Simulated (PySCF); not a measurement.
# C₂H₉BN₂: electronic excitations and core binding energies

Aim: predict the electronic excitations and core binding energies of C₂H₉BN₂ (`C/N=C\[BH2-][NH3+]`).

Programs: PySCF 2.14.0, with density-fitted response routines of our own. Each step states its level of theory. These are calculated values for one molecule in the gas phase, unless marked as measured. Atoms count from 0, in the outputs and in this text.

## (1) The starting structure

14 atoms, charge 0, multiplicity 1; geometry from: GFN2-xTB.

Bonds of the start (Å): C0–N1 1.44, N1–C2 1.27, C2–B3 1.60, B3–N4 1.65, C0–H5 1.09, C0–H6 1.09, C0–H7 1.09, C2–H8 1.10, B3–H9 1.19, B3–H10 1.19, N4–H11 1.01, N4–H12 1.01, N4–H13 1.01.

## (2) Ultraviolet spectrum: CAM-B3LYP/def2-SVPD

The job: settings as JSON, then the geometry in Å.

```
{"job": {"kind": "uv", "xc": "CAM-B3LYP", "basis": "def2-SVPD", "nstates": 8, "ntriplets": 3}, "charge": 0, "multiplicity": 1}
C      2.333329    -0.034976    -0.197576
N      1.327597    -0.487295    -1.121780
C      0.104781    -0.371955    -0.806148
B     -0.570367     0.222062     0.512845
N     -2.198937     0.065965     0.275721
H      3.296183    -0.429394    -0.524797
H      2.131475    -0.354651     0.829307
H      2.382498     1.057033    -0.198677
H     -0.555054    -0.744950    -1.601843
H     -0.366865     1.389516     0.646917
H     -0.320424    -0.408084     1.494408
H     -2.414672    -0.918673     0.161500
H     -2.453027     0.571811    -0.566255
H     -2.697194     0.443118     1.074213
```

Method: TDDFT CAM-B3LYP/def2-SVPD, vertical, gas phase, core orbitals frozen in the response.

Launch:

```console
> OMP_NUM_THREADS=1 python probes_run.py task.json out
```

One launch serves the whole session: the jobs run in the order shown.

What it wrote:

```text
coarse grid: 10968 points
cycle   1  E = -215.6183468307  dE =  4.603e-01  |g| = 3.818e-01  |ddm| = 5.622e+00
cycle   2  E = -215.6361235487  dE = -1.778e-02  |g| = 3.717e-01  |ddm| = 2.252e+00
cycle   3  E = -215.6661973810  dE = -3.007e-02  |g| = 9.985e-02  |ddm| = 1.221e+00
cycle   4  E = -215.6682205440  dE = -2.023e-03  |g| = 3.156e-02  |ddm| = 2.307e-01
cycle   5  E = -215.6684669932  dE = -2.464e-04  |g| = 4.890e-03  |ddm| = 5.789e-02
cycle   6  E = -215.6684742520  dE = -7.259e-06  |g| = 1.739e-03  |ddm| = 1.335e-02
final grid: 103960 points
cycle   7  E = -215.7008176208  dE = -3.450e-05  |g| = 3.871e-03  |ddm| = 7.727e-02
cycle   8  E = -215.7008186324  dE = -1.012e-06  |g| = 3.498e-03  |ddm| = 1.649e-02
cycle   9  E = -215.7008214887  dE = -2.856e-06  |g| = 3.281e-04  |ddm| = 6.079e-03
cycle  10  E = -215.7008215015  dE = -1.286e-08  |g| = 2.360e-04  |ddm| = 1.276e-03
cycle  11  E = -215.7008215132  dE = -1.171e-08  |g| = 5.711e-05  |ddm| = 4.444e-04
cycle  12  E = -215.7008215140  dE = -7.382e-10  |g| = 9.931e-06  |ddm| = 1.541e-04
converged SCF energy = -215.7008215140

Static polarisability (au): isotropic 61.055, principal 48.992 56.940 77.231

Singlet excitations
state   eV       nm        f      main configurations
  1   4.3976    281.9   0.00024   H->L+1 0.89
  2   5.1021    243.0   0.01179   H->L 0.95
  3   6.2950    197.0   0.00245   H-1->L 0.93
  4   6.3156    196.3   0.01999   H->L+3 0.76
  5   6.5857    188.3   0.00909   H->L+2 0.77, H->L+3 0.10
  6   7.1029    174.6   0.00337   H->L+4 0.85
  7   7.1506    173.4   0.23808   H-1->L+1 0.87
  8   7.3929    167.7   0.02649   H->L+5 0.76, H->L+6 0.09

Triplet excitations (Tamm-Dancoff, eV): 3.6657 4.5921 5.0496
```

It took 39 s on 1 thread of Arm Neoverse N1, shared host; peak memory 0.75 GiB.

Frontier orbitals and where they lie:

| orbital | eV | atoms |
| --- | --- | --- |
| HOMO−3 | -10.58 | B3 20 %, C2 19 %, N1 13 % |
| HOMO−2 | -10.36 | B3 31 %, H9 16 %, H10 14 % |
| HOMO−1 | -8.55 | N1 35 %, C2 23 %, B3 11 % |
| HOMO | -7.18 | N1 52 %, C2 15 %, C0 10 % |
| LUMO | 0.21 | B3 28 %, H13 17 %, H12 15 % |
| LUMO+1 | 1.50 | N1 25 %, C2 24 %, B3 14 % |
| LUMO+2 | 1.81 | B3 20 %, H13 14 %, H12 13 % |

With each of the 8 states as a Gaussian band of 0.4 eV half-width at 1/e, the curve within the window shown has maxima at 243 nm (ε 480), 173 nm (ε 11,000) L/(mol cm). Beyond the last state computed it falls off for lack of states. The curve at chosen wavelengths:

(nm, ε (L/mol/cm)): (161, 2161), (168, 8248), (174, 10464), (181, 6002), (187, 2627), (194, 1421), (201, 933), (207, 507), (214, 195), (220, 134), (227, 226), (234, 380), (240, 467), (247, 457), (253, 369), (260, 239), (267, 133), (273, 74), (280, 37), (286, 21), (293, 12), (300, 8), (306, 5), (313, 3), (319, 2), (326, 1)

Ground-state properties from the same run:

| property | computed |
| --- | --- |
| dipole moment (D) | 6.46 |
| polarisability (Å³) | 9.05 |
| HOMO–LUMO gap (eV) | 7.39 |
| −ε(HOMO) (eV) | 7.18 |

## (3) Core-electron binding energies: SCAN, X2C

Settings changed since step 2:

```diff
@@ -1,2 +1,2 @@
-{"job": {"kind": "uv", "xc": "CAM-B3LYP", "basis": "def2-SVPD", "nstates": 8, "ntriplets": 3}, "charge": 0, "multiplicity": 1}
+{"job": {"kind": "xps"}, "charge": 0, "multiplicity": 1}
 C      2.333329    -0.034976    -0.197576
```

With the program's defaults for keys left out, this is: delta-SCF UKS SCAN, pcX-2 on the ionised atom, pcseg-1 elsewhere, spin-free X2C.

What it wrote:

```text
ground state, core basis on atom 0 (C), 146 functions
  cycle   1  E = -215.84130611  |g| = 4.92e-01
  cycle   2  E = -215.80743184  |g| = 6.27e-01
  cycle   3  E = -215.91009362  |g| = 1.82e-01
  cycle   4  E = -215.91723879  |g| = 6.28e-02
  cycle   5  E = -215.91820294  |g| = 1.19e-02
  cycle   6  E = -215.91823640  |g| = 3.74e-03
  cycle   7  E = -215.91824081  |g| = 9.17e-04
  cycle   8  E = -215.91824070  |g| = 4.39e-04
  E(ground) = -215.92928183 Eh
hole in C 1s of atom 0
  cycle   1  E = -204.69331708  |g| = 1.50e+00
  cycle   2  E = -203.85534829  |g| = 1.92e+00
  cycle   3  E = -205.15262983  |g| = 4.57e-01
  cycle   4  E = -205.17264178  |g| = 4.00e-01
  cycle   5  E = -205.24856365  |g| = 7.04e-02
  cycle   6  E = -205.25026001  |g| = 2.62e-02
  cycle   7  E = -205.25063066  |g| = 7.62e-03
  cycle   8  E = -205.25067356  |g| = 2.89e-03
  cycle   9  E = -205.25068045  |g| = 1.64e-03
  cycle  10  E = -205.25068498  |g| = 7.89e-04
  cycle  11  E = -205.25068501  |g| = 3.29e-04
  E(ion) = -205.26081885 Eh   <S^2> = 0.7721   hole on atom = 1.000   binding energy = 290.304 eV
ground state, core basis on atom 1 (N), 146 functions
  cycle   1  E = -215.93181164  |g| = 7.55e-02
  cycle   2  E = -215.93160069  |g| = 3.97e-02
  cycle   3  E = -215.93127363  |g| = 5.51e-02
  cycle   4  E = -215.93190857  |g| = 1.02e-02
  cycle   5  E = -215.93193657  |g| = 5.94e-04
  cycle   6  E = -215.93193702  |g| = 2.18e-04
  E(ground) = -215.94200270 Eh
hole in N 1s of atom 1
  cycle   1  E = -200.39431240  |g| = 1.86e+00
  cycle   2  E = -199.18911868  |g| = 2.32e+00
  cycle   3  E = -200.98456393  |g| = 5.07e-01
  cycle   4  E = -201.06735434  |g| = 2.61e-01
  cycle   5  E = -201.10771021  |g| = 1.03e-01
  cycle   6  E = -201.11259579  |g| = 3.00e-02
  cycle   7  E = -201.11304793  |g| = 6.33e-03
  cycle   8  E = -201.11307573  |g| = 2.18e-03
  cycle   9  E = -201.11307910  |g| = 1.44e-03
  cycle  10  E = -201.11308099  |g| = 5.10e-04
  cycle  11  E = -201.11308067  |g| = 2.10e-04
  E(ion) = -201.12279428 Eh   <S^2> = 0.7782   hole on atom = 1.000   binding energy = 403.251 eV
ground state, core basis on atom 2 (C), 146 functions
  cycle   1  E = -215.91994806  |g| = 5.81e-02
  cycle   2  E = -215.91970244  |g| = 3.76e-02
  cycle   3  E = -215.91944737  |g| = 4.96e-02
  cycle   4  E = -215.92001827  |g| = 4.31e-03
  cycle   5  E = -215.92002380  |g| = 4.96e-04
  E(ground) = -215.93162466 Eh
hole in C 1s of atom 2
  cycle   1  E = -204.69439257  |g| = 1.51e+00
  cycle   2  E = -203.65349878  |g| = 2.02e+00
  cycle   3  E = -205.15008462  |g| = 4.92e-01
  cycle   4  E = -205.20685572  |g| = 3.45e-01
  cycle   5  E = -205.25702229  |g| = 1.31e-01
  cycle   6  E = -205.26571687  |g| = 3.96e-02
  cycle   7  E = -205.26656554  |g| = 1.07e-02
  cycle   8  E = -205.26680226  |g| = 7.03e-03
  cycle   9  E = -205.26696894  |g| = 4.82e-03
  cycle  10  E = -205.26704190  |g| = 2.65e-03
  cycle  11  E = -205.26705093  |g| = 9.61e-04
  cycle  12  E = -205.26705215  |g| = 4.32e-04
  E(ion) = -205.27748879 Eh   <S^2> = 0.8366   hole on atom = 1.000   binding energy = 289.914 eV
ground state, core basis on atom 3 (B), 146 functions
  cycle   1  E = -215.91110029  |g| = 5.08e-02
  cycle   2  E = -215.91080696  |g| = 4.25e-02
  cycle   3  E = -215.91095347  |g| = 3.66e-02
  cycle   4  E = -215.91126518  |g| = 8.91e-03
  cycle   5  E = -215.91128496  |g| = 7.81e-04
  cycle   6  E = -215.91128653  |g| = 2.58e-04
  E(ground) = -215.92359784 Eh
hole in B 1s of atom 3
  cycle   1  E = -208.36415573  |g| = 1.18e+00
  cycle   2  E = -205.64815037  |g| = 2.20e+00
  cycle   3  E = -208.29873884  |g| = 9.73e-01
  cycle   4  E = -208.73645723  |g| = 2.88e-01
  cycle   5  E = -208.76314127  |g| = 1.72e-01
  cycle   6  E = -208.77626424  |g| = 6.06e-02
  cycle   7  E = -208.77801201  |g| = 1.28e-02
  cycle   8  E = -208.77808430  |g| = 5.66e-03
  cycle   9  E = -208.77810565  |g| = 1.76e-03
  cycle  10  E = -208.77811017  |g| = 1.24e-03
  cycle  11  E = -208.77811324  |g| = 8.68e-04
  cycle  12  E = -208.77811611  |g| = 5.94e-04
  cycle  13  E = -208.77811897  |g| = 4.11e-04
  E(ion) = -208.79161084 Eh   <S^2> = 0.7706   hole on atom = 1.000   binding energy = 194.071 eV
ground state, core basis on atom 4 (N), 146 functions
  cycle   1  E = -215.93000988  |g| = 7.24e-02
  cycle   2  E = -215.92999300  |g| = 1.41e-02
  cycle   3  E = -215.92990264  |g| = 2.40e-02
  cycle   4  E = -215.93003662  |g| = 5.85e-03
  cycle   5  E = -215.93004431  |g| = 6.06e-04
  cycle   6  E = -215.93004480  |g| = 7.20e-05
  E(ground) = -215.93942519 Eh
hole in N 1s of atom 4
  cycle   1  E = -200.24966189  |g| = 1.85e+00
  cycle   2  E = -191.01231509  |g| = 3.82e+00
  cycle   3  E = -200.05652336  |g| = 1.20e+00
  cycle   4  E = -200.13601685  |g| = 1.09e+00
  cycle   5  E = -200.80105506  |g| = 4.94e-01
  cycle   6  E = -200.90357671  |g| = 1.81e-01
  cycle   7  E = -200.92110472  |g| = 8.30e-02
  cycle   8  E = -200.92435016  |g| = 3.62e-02
  cycle   9  E = -200.92502571  |g| = 7.22e-03
  cycle  10  E = -200.92505850  |g| = 1.43e-03
  cycle  11  E = -200.92506085  |g| = 6.05e-04
  cycle  12  E = -200.92506140  |g| = 3.52e-04
  E(ion) = -200.93414717 Eh   <S^2> = 0.7649   hole on atom = 1.000   binding energy = 408.314 eV
```

Run time: 1.8 min. Hardware: 1 thread of Arm Neoverse N1, shared host; peak memory 0.63 GiB.

The holes in one table. −ε is the ground-state orbital energy:

| hole | stands for | environment | ΔSCF (eV) | −ε (eV) | ⟨S²⟩ |
| --- | --- | --- | --- | --- | --- |
| C1s on C0 | C0 | methyl carbon bonded to N | 290.30 | 273.1 | 0.772 |
| N1s on N1 | N1 | imine nitrogen | 403.25 | 384.6 | 0.778 |
| C1s on C2 | C2 | C=N carbon | 289.91 | 273.1 | 0.837 |
| B1s on B3 | B3 | boron bonded to C, N, 2 H | 194.07 | 178.4 | 0.771 |
| N1s on N4 | N4 | donor nitrogen of a Lewis adduct | 408.31 | 388.5 | 0.765 |

## (4) Results

| quantity | value |
| --- | --- |
| lowest singlet (CAM-B3LYP/def2-SVPD) | 4.40 eV (282 nm), f = 0.000 |
| brightest single state of those computed | state 7, 7.15 eV, f = 0.238 |
| lowest triplet | 3.67 eV |
| C1s binding energies, SCAN/pcX-2 | C0 290.30, C2 289.91 eV |
| N1s binding energies, SCAN/pcX-2 | N4 408.31, N1 403.25 eV |
| B1s binding energies, SCAN/pcX-2 | B3 194.07 eV |

What this shows: The lowest singlet, at 4.40 eV, is HOMO→LUMO+1 0.89 and is dark; of the 8 states computed, the strongest absorption comes from state 7 at 7.15 eV. The lowest triplet lies 0.73 eV below the lowest singlet (triplets in Tamm-Dancoff, singlets in full TDDFT). C0 (methyl carbon bonded to N) binds its C1s electron 0.39 eV more tightly than C2 (C=N carbon). The N1s levels kept as sound span 5.06 eV, from N1 (imine nitrogen) up to N4 (donor nitrogen of a Lewis adduct).
